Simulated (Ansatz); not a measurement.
# GdSe: the cost of one run

Program: Ansatz 0.2.0. Level of theory: DFT PBEsol+U (U_eff = 6 eV on Gd 4f), scalar-relativistic, plane waves, PAW. These are calculated values, not measurements.

2 further runs of the same task are left out: 1 that didn't finish, 1 set aside as unsound or not needed.

## 1. The starting structure

The structure is cubic, space group Fm-3m (No. 225). Conventional cell: a = 5.771 Å, b = 5.771 Å, c = 5.771 Å, α = 90.00°, β = 90.00°, γ = 90.00°. Gd (site symmetry m-3m) has 6 Se at 2.89 Å as nearest neighbours. Se (site symmetry m-3m) has 6 Gd at 2.89 Å as nearest neighbours.

As a file:

```cif
data_structure
_symmetry_space_group_name_H-M 'P 1'
_symmetry_Int_Tables_number 1
_cell_length_a 4.0807
_cell_length_b 4.0807
_cell_length_c 4.0807
_cell_angle_alpha 60.000
_cell_angle_beta 60.000
_cell_angle_gamma 60.000
_cell_volume 48.05
loop_
_atom_site_label
_atom_site_type_symbol
_atom_site_fract_x
_atom_site_fract_y
_atom_site_fract_z
_atom_site_occupancy
Gd1 Gd 0.50000 0.50000 0.50000 1
Se1 Se 0.00000 0.00000 0.00000 1
```

The cell is the measured one, not relaxed. At PBEsol+U (U_eff = 6 eV on Gd 4f), an earlier run found -0.65 GPa for this cell of 24.025 Å³/atom (8×8×8 mesh), a metal on this mesh, moments in the atoms' spheres Gd 7.09 μB.

## 2. Exchange couplings, spin waves and anisotropy by the force theorem

input.yaml

```yaml
crystal:
  lattice:
    - [0.0, 2.8855003553, 2.8855003553]
    - [2.8855003553, 0.0, 2.8855003553]
    - [2.8855003553, 2.8855003553, 0.0]
  atoms:
    - { symbol: Gd, position: [0.5, 0.5, 0.5], spin: 7.8 }
    - { symbol: Se, position: [0.0, 0.0, 0.0] }
basis:
  ecutwfc: 420
  ecutrho_ratio: 4
kpoints:
  mp_grid: { grid: [10, 10, 10] }
  band_path:
    path:
      - [[0.0, 0.0, 0.0], [0.5, 0.0, 0.5], [0.625, 0.25, 0.625]]
      - [[0.375, 0.375, 0.75], [0.0, 0.0, 0.0], [0.5, 0.5, 0.5], [0.5, 0.25, 0.75], [0.5, 0.0, 0.5]]
    npoints: 6
hamiltonian:
  xc: pbesol
  hubbard: { sites: [{ species: Gd, l: f, u_eff: 6.0 }] }
scf:
  occupations: { method: gaussian, width: 0.05 }
  lower_state_search: "off"
output:
  forces: true
  stress: true
  eigenvalues: true
  populations: true
  hubbard: { sites: [{ species: Gd, l: f }] }
  eigenstates:
    nscf_kmesh: { grid: [10, 10, 10] }
    top_band: c38
    exchange_couplings: { magnetic: [{ site: 0 }] }
    magnetocrystalline_anisotropy: {}
magnetization:
  spin_polarized: true
checkpoint:
  read: start.run
  write: ck
  compress: false
  write_wavefunctions: false
  write_every: 100000
```

start.run is the folder with the converged state of an earlier run on this cell.

Launch:

```console
> ansatz run input.yaml --threads 4 --pin off --max-ram 9216MiB --backend cpu --events-out ev --progress --plain --runs-dir out
```

What time and memory should one allow on 4 threads of Intel Xeon at 2.50GHz (Skylake/Cascade Lake), shared host?

About 7.6 min, with a peak of 2.3 GiB.
